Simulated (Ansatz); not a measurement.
**BH5O2SiTe: a ladder of functionals and wavefunction methods**

The task here is to estimate one member of a computed series from the others.

Computed with Ansatz 0.2.0, Gaussian basis. Level: functionals in def2-TZVPP, the program's frozen cores in correlated methods.

The runs, in order: PBE-D4, r2SCAN-D4, PBE0-D4, B3LYP-D4, ωB97X-V, ωB97M-V, B2PLYP; CCSD(T)/def2-TZVPP; MP2/def2-QZVPP; extrapolation to the limit.

## The relaxed structure

All runs share one geometry, relaxed beforehand with PBE0-D4 in a triple-zeta def2 set. Te takes the def2 core potential; no spin-orbit term is included.

SMILES `OB(O)[Te][SiH3]`, 10 atoms, charge 0, spin multiplicity 1.

Atoms are counted from 1 here; the program's logs count them from 0.

Bond lengths: O1–B2 1.355 Å, O1–H6 0.962 Å, B2–O3 1.353 Å, B2–Te4 2.197 Å, O3–H7 0.963 Å, Te4–Si5 2.486 Å, Si5–H8 1.495 Å, Si5–H9 1.483 Å, Si5–H10 1.484 Å. Angles: B2–O1–H6 114.6°, O1–B2–O3 120.3°, O1–B2–Te4 125.5°, O3–B2–Te4 114.2°, B2–O3–H7 112.1°, B2–Te4–Si5 95.6°, Te4–Si5–H8 109.1°, Te4–Si5–H9 109.8°, Te4–Si5–H10 112.7°, H8–Si5–H9 108.2°, H8–Si5–H10 107.6°, H9–Si5–H10 109.3°.

The first run:

Contents of in.yaml:

```yaml
crystal:
  periodic: [false, false, false]
  atoms:
    - {symbol: O, position_ang: [1.559969, 0.632496, 0.062983]}
    - {symbol: B, position_ang: [0.503902, 1.358459, -0.377371]}
    - {symbol: O, position_ang: [0.658859, 2.664634, -0.695628]}
    - {symbol: Te, position_ang: [-1.536113, 0.597212, -0.668002]}
    - {symbol: Si, position_ang: [-1.114628, -1.626745, 0.358790]}
    - {symbol: H, position_ang: [1.367929, -0.296362, 0.223696]}
    - {symbol: H, position_ang: [1.569132, 2.960024, -0.583994]}
    - {symbol: H, position_ang: [0.351538, -1.914852, 0.319168]}
    - {symbol: H, position_ang: [-1.813921, -2.679805, -0.416945]}
    - {symbol: H, position_ang: [-1.546667, -1.695071, 1.777303]}
basis:
  gaussian: {orbitals: def2-TZVPP}
hamiltonian: {xc: pbe, dispersion: d4}
output: {forces: true, orbitals: {seedname: orbitals}}
```

Run with:

```bash
ansatz run in.yaml --threads 2 --pin off --events-out ev --progress --plain --max-ram 32768MiB --backend cpu
```

Among the steps run: PBE-D4 (GGA); r2SCAN-D4 (meta-GGA); PBE0-D4 (hybrid); B3LYP-D4 (hybrid); ωB97X-V (range-separated); ωB97M-V (range-separated); B2PLYP (double hybrid); CCSD(T) in def2-TZVPP; MP2 in def2-QZVPP.

One table of the session follows, with a row left open; its other results are not shown here.

```
            method  atomisation energy (kJ/mol)
            PBE-D4                       3607.6
         r2SCAN-D4                       3567.2
           PBE0-D4                       3534.7
          B3LYP-D4                       3542.6
           ωB97X-V                       3561.5
           ωB97M-V                       3553.8
            B2PLYP                       3506.3
     HF/def2-TZVPP                       2548.9
    MP2/def2-TZVPP                       3537.5
   CCSD/def2-TZVPP                       3396.5
CCSD(T)/def2-TZVPP                            ?
           MP2/CBS                       3651.2
       CCSD(T)/CBS                       3570.9
```

Estimate the missing values for CCSD(T)/def2-TZVPP.

**Answer.** atomisation energy (kJ/mol): 3457.1. In the column «atomisation energy (kJ/mol)» it lies between CCSD/def2-TZVPP (3396.5) and B2PLYP (3506.3).

Some runs used a GPU and others CPU threads alone; cost is compared among the CPU runs only.

Among the levels timed on like hardware, those that no quicker one beats, quickest first: PBE-D4 (5.5 s, +36.6 kJ/mol); PBE0-D4 (7 s, -36.2 kJ/mol); r2SCAN-D4 (9 s, -3.7 kJ/mol).

Limits of these values: All levels share the lack of spin-orbit coupling, which lowers the free heavy atoms and so the true binding.
